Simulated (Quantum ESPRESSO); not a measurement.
The system is AlSn.

```
Sn Al
1.0
     4.19811    0.00000    0.00000
    -2.09905    3.63567    0.00000
     0.00000    0.00000    3.30685
Sn Al
1 1
Cartesian
  0.0000 2.4238 1.6534
  0.0000 0.0000 0.0000
```

The cell comes from a database or a generator and needn't be the stable form of this composition.

- Program: Quantum ESPRESSO 7.5
- Task: phonons
- Functional: PBE
- Potentials or basis: SPMS 1.0 PBE
- Cutoff: 884 eV
- Density cutoff: 3537 eV
- k mesh: 7 × 7 × 8
- Occupations: cold, width 0.136 eV
- Spin: no spin polarisation
- Mixing beta: 0.5
- Most SCF iterations: 120
- SCF threshold: 4e-10 Ry

The cell and the atoms were relaxed first, to 25.37 Å³/atom (a = 4.202 Å, b = 4.202 Å, c = 3.318 Å, α = 90.00°, β = 90.00°, γ = 120.00°), and the response was taken there.

Q: Which optical modes does the crystal have at the zone centre, and which show in infrared and Raman spectra?

A: The optical modes are A''2 + E'. Infrared active: A''2 + E'. Raman active: E'.

Optical modes at Γ, degenerate ones joined:
```
cm⁻¹  components  symmetry     active in
 144           1      A''2            IR
 217           2        E'  IR and Raman
```

Caveat: the mesh is thin for the phonons of a metal.
